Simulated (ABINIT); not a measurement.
The system is TaO.

```
Ta O
1.0
     3.06611    0.00000    0.00000
    -1.53306    2.65533    0.00000
     0.00000    0.00000    3.85502
Ta O
1 1
Direct
  0.00000 0.00000 0.50000
  0.00000 0.00000 0.00000
```

The cell was built by a generator and needn't be a form met in nature.

Base run:

```yaml
Program: ABINIT 10.8.3 (patched build)
Functional: WC
Potentials_or_basis: JTH PAW PBE v2.0
Cutoff: 762 eV
k_mesh: 10 × 10 × 7
Occupations: fermi-dirac, width 0.05 eV
Spin: no spin polarisation
```

Its results: band gap on the k mesh none (metal or under the smearing width); pressure -5.4 GPa.

After a change of settings the same cell gave: band gap on the k mesh none (metal or under the smearing width); pressure 0.0 GPa. Which change was it?
A. functional from WC to BLYP
B. functional from WC to PBE
C. functional from WC to PBEsol
D. functional from WC to RPBE

B.

PBE binds less tightly than WC, so the same cell stands under more pressure.

Caveats: an odd number of electrons without spin polarisation forces a metal; a magnetic or distorted state may lie lower; the atomic spheres overlap; the PAW data sets were made with another functional, which shifts forces and pressure a little (some runs).
